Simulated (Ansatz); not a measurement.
**CH9BSi2: one species, many methods**

An exercise on one series of results from a longer session: the logs are not shown, and one member is left open.

Method: functionals in def2-TZVPP, the program's frozen cores in correlated methods; program: Ansatz 0.2.0, Gaussian basis.

The runs, in order: LDA (SPW92), PBE-D4, revPBE-D4, BLYP-D4, r2SCAN-D4, B97M-V, PBE0-D4, B3LYP-D4, r2SCANh-D4, r2SCAN0-D4, HSE06-D4, BHLYP-D4, CAM-B3LYP-D4, LC-ωPBE, ωB97X-V, ωB97M-V, B2PLYP, PBE-QIDH; CCSD(T)/def2-SVP; CCSD(T)/def2-TZVPP; CCSD(T)/def2-QZVPP; extrapolation to the limit; RPA on PBE.

### The geometry

An earlier PBE0-D4 in a triple-zeta def2 set relaxation fixed the geometry.

13 atoms, charge 0, spin multiplicity 1.

Atoms are counted from 1 here; the program's logs count them from 0.

Bond lengths: C1–B2 1.554 Å, C1–H5 1.093 Å, C1–H6 1.092 Å, C1–H7 1.106 Å, B2–Si3 2.018 Å, B2–Si4 2.018 Å, Si3–H8 1.489 Å, Si3–H9 1.491 Å, Si3–H10 1.495 Å, Si4–H11 1.491 Å, Si4–H12 1.494 Å, Si4–H13 1.491 Å. Angles: B2–C1–H5 115.9°, B2–C1–H6 115.8°, B2–C1–H7 102.4°, H5–C1–H6 110.2°, H5–C1–H7 105.4°, H6–C1–H7 105.7°, C1–B2–Si3 120.5°, C1–B2–Si4 122.0°, Si3–B2–Si4 117.4°, B2–Si3–H8 113.7°, B2–Si3–H9 113.5°, B2–Si3–H10 105.8°, H8–Si3–H9 108.5°, H8–Si3–H10 107.3°, H9–Si3–H10 107.5°, B2–Si4–H11 114.6°, B2–Si4–H12 107.2°, B2–Si4–H13 111.5° and more.

The first run:

File in.yaml:

```yaml
crystal:
  periodic: [false, false, false]
  atoms:
    - {symbol: C, position_ang: [-0.711473, 1.438559, -0.724423]}
    - {symbol: B, position_ang: [-0.054846, 0.166708, -0.118819]}
    - {symbol: Si, position_ang: [1.160357, 0.305672, 1.486571]}
    - {symbol: Si, position_ang: [-0.439676, -1.680318, -0.835583]}
    - {symbol: H, position_ang: [-0.206783, 2.384048, -0.511790]}
    - {symbol: H, position_ang: [-0.972825, 1.379387, -1.783293]}
    - {symbol: H, position_ang: [-1.673820, 1.490381, -0.181273]}
    - {symbol: H, position_ang: [1.113412, -0.885541, 2.379302]}
    - {symbol: H, position_ang: [0.919558, 1.524427, 2.311819]}
    - {symbol: H, position_ang: [2.548837, 0.398566, 0.940077]}
    - {symbol: H, position_ang: [-1.018545, -1.704780, -2.209499]}
    - {symbol: H, position_ang: [-1.425696, -2.317252, 0.088923]}
    - {symbol: H, position_ang: [0.781802, -2.534655, -0.827313]}
basis:
  gaussian: {orbitals: def2-TZVPP}
hamiltonian: {xc: lda}
output: {orbitals: {seedname: orbitals}}
```

The run is started by

```sh
> ansatz run in.yaml --threads 2 --pin off --events-out ev --progress --plain --max-ram 22528MiB --backend cuda --devices 0, --max-vram 18GiB
```

Among the steps run: LDA; PBE-D4 (GGA); revPBE-D4 (GGA); BLYP-D4 (GGA); r2SCAN-D4 (meta-GGA); B97M-V (meta-GGA); PBE0-D4 (hybrid); B3LYP-D4 (hybrid); r2SCANh-D4 (hybrid); r2SCAN0-D4 (hybrid); HSE06-D4 (hybrid); BHLYP-D4 (hybrid); CAM-B3LYP-D4 (range-separated); LC-ωPBE (range-separated); ωB97X-V (range-separated); ωB97M-V (range-separated); B2PLYP (double hybrid); PBE-QIDH (double hybrid).

One of the session's tables, all rows but one given; the rest of the session is left out.

It belongs to the step «Orbital energies across the functionals». 

```
  functional  HOMO (eV)  LUMO (eV)  gap (eV)
 LDA (SPW92)      -6.39      -3.39      2.99
      PBE-D4          ?          ?         ?
   revPBE-D4      -6.29      -3.12      3.16
     BLYP-D4      -6.21      -3.01      3.20
   r2SCAN-D4      -6.54      -2.95      3.58
      B97M-V      -6.69      -3.07      3.61
     PBE0-D4      -7.45      -2.28      5.17
    B3LYP-D4      -7.27      -2.43      4.84
  r2SCANh-D4      -6.96      -2.63      4.33
  r2SCAN0-D4      -7.59      -2.14      5.45
    HSE06-D4      -7.05      -2.66      4.39
    BHLYP-D4      -8.51      -1.18      7.33
CAM-B3LYP-D4      -8.76      -1.09      7.67
     LC-ωPBE     -10.06       0.01     10.07
     ωB97X-V      -9.73      -0.08      9.65
     ωB97M-V      -9.53      -0.30      9.23
```

Q: Estimate the row for PBE-D4 from the others.

**Answer.** HOMO (eV): -6.32; LUMO (eV): -3.21; gap (eV): 3.11. In the column «HOMO (eV)» it lies between LDA (SPW92) (-6.39) and revPBE-D4 (-6.29).
